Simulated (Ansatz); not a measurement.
**ZrNbN2: equation of state with PBE**

ZrNbN2:

```
Nb Zr N
1.0
     1.61160    0.93046    5.17270
    -1.61160    0.93046    5.17270
     0.00000   -1.86092    5.17270
Nb Zr N
1 1 2
Cartesian
  0.0000 0.0000 0.0000
  0.0000 0.0000 7.7591
  0.0000 0.0000 3.8917
  0.0000 0.0000 11.6264
```

The cell comes from a database or a generator and needn't be the stable form of this composition.

```yaml
Program: Ansatz 0.2.0
Task: equation of state
Functional: PBE
Potentials_or_basis: Ansatz PAW
Cutoff: 420 eV
Density_cutoff: 1680 eV
k_mesh: 10 × 10 × 10
Occupations: fermi-dirac, width 0.05 eV
Spin: no spin polarisation
```

The equilibrium volume is 11.43 Å³/atom and the bulk modulus at fixed shape and positions is 276 GPa. The pressure derivative of the bulk modulus is 4.4.

Energy against volume, from the lowest point:
| volume (Å³/atom) | energy (meV/atom) |
| --- | --- |
| 10.937 | 19.59 |
| 11.170 | 5.19 |
| 11.402 | 0.00 |
| 11.635 | 3.11 |
| 11.868 | 13.64 |
| 12.100 | 30.82 |
| 12.333 | 53.97 |

All runs of the series together: 20 s on 2 threads of Arm Neoverse V2, on a shared host.

Caveat: the cell was scaled at fixed shape and fractional positions, which overstates the stiffness of a crystal with free parameters, most of all of layers and chains.
